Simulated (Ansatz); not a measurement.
# ScAl3N4: the cost of one run

Computed with Ansatz 0.2.0 (DFT LDA, scalar-relativistic, plane waves, PAW, and further levels as typed in the inputs, unless a step's input says otherwise).

## (1) Starting point

It takes space group P6_3mc (No. 186, hexagonal). Conventional cell: a = 6.374 Å, b = 6.374 Å, c = 4.957 Å, α = 90.00°, β = 90.00°, γ = 120.00°. Around Sc (site symmetry 3m) lie 4 N at 1.89 to 1.93 Å. Al (site symmetry m) has 4 N at 1.89 to 1.93 Å as nearest neighbours. Around N (site symmetry 3m) lie 1 Sc at 1.89 Å and 3 Al at 1.93 Å. N (site symmetry m) has 3 Al at 1.89 to 1.93 Å and 1 Sc at 1.93 Å as nearest neighbours.

Structure file:

```cif
data_structure
_symmetry_space_group_name_H-M 'P 1'
_symmetry_Int_Tables_number 1
_cell_length_a 6.3740
_cell_length_b 6.3740
_cell_length_c 4.9570
_cell_angle_alpha 90.000
_cell_angle_beta 90.000
_cell_angle_gamma 120.000
_cell_volume 174.41
loop_
_atom_site_label
_atom_site_type_symbol
_atom_site_fract_x
_atom_site_fract_y
_atom_site_fract_z
_atom_site_occupancy
Sc1 Sc 0.16667 0.33333 0.00000 1
Al1 Al 0.16667 0.83333 0.00000 1
Al2 Al 0.66667 0.33333 0.00000 1
Al3 Al 0.66667 0.83333 0.00000 1
Al4 Al 0.33333 0.16667 0.50000 1
Al5 Al 0.33333 0.66667 0.50000 1
Al6 Al 0.83333 0.16667 0.50000 1
Sc2 Sc 0.83333 0.66667 0.50000 1
N1 N 0.16667 0.33333 0.38200 1
N2 N 0.16667 0.83333 0.38200 1
N3 N 0.66667 0.33333 0.38200 1
N4 N 0.66667 0.83333 0.38200 1
N5 N 0.33333 0.16667 0.88200 1
N6 N 0.33333 0.66667 0.88200 1
N7 N 0.83333 0.16667 0.88200 1
N8 N 0.83333 0.66667 0.88200 1
```

## (2) Relaxing cell and atoms: ScAl3N4, no spin

input.yaml reads:

```yaml
crystal:
  lattice:
    - [6.374, 0.0, 0.0]
    - [-3.187, 5.5200459237, 0.0]
    - [0.0, 0.0, 4.957]
  atoms:
    - { symbol: Sc, position: [0.1666666667, 0.3333333333, 0.0] }
    - { symbol: Al, position: [0.1666666667, 0.8333333333, 0.0] }
    - { symbol: Al, position: [0.6666666667, 0.3333333333, 0.0] }
    - { symbol: Al, position: [0.6666666667, 0.8333333333, 0.0] }
    - { symbol: Al, position: [0.3333333333, 0.1666666667, 0.5] }
    - { symbol: Al, position: [0.3333333333, 0.6666666667, 0.5] }
    - { symbol: Al, position: [0.8333333333, 0.1666666667, 0.5] }
    - { symbol: Sc, position: [0.8333333333, 0.6666666667, 0.5] }
    - { symbol: "N", position: [0.1666666667, 0.3333333333, 0.382] }
    - { symbol: "N", position: [0.1666666667, 0.8333333333, 0.382] }
    - { symbol: "N", position: [0.6666666667, 0.3333333333, 0.382] }
    - { symbol: "N", position: [0.6666666667, 0.8333333333, 0.382] }
    - { symbol: "N", position: [0.3333333333, 0.1666666667, 0.882] }
    - { symbol: "N", position: [0.3333333333, 0.6666666667, 0.882] }
    - { symbol: "N", position: [0.8333333333, 0.1666666667, 0.882] }
    - { symbol: "N", position: [0.8333333333, 0.6666666667, 0.882] }
scf:
  occupations: { method: gaussian, width: 0.02 }
output:
  forces: true
  stress: true
hamiltonian:
  xc: lda
kpoints:
  mp_grid: { grid: [4, 4, 5] }
relax:
  f_tol: 0.004
  cell: { stress_tol: 0.03 }
```

Launch:

```sh
ansatz run input.yaml --threads 8 --pin off --max-ram 12288MiB --backend cpu --events-out ev --progress --plain --runs-dir out
```

**Question.** How long does this run take on 8 threads of Intel Xeon Platinum 8259CL at 2.50GHz (Skylake/Cascade Lake), shared host, and how much memory does it need?

About 22 s, with a peak of 0.76 GiB.
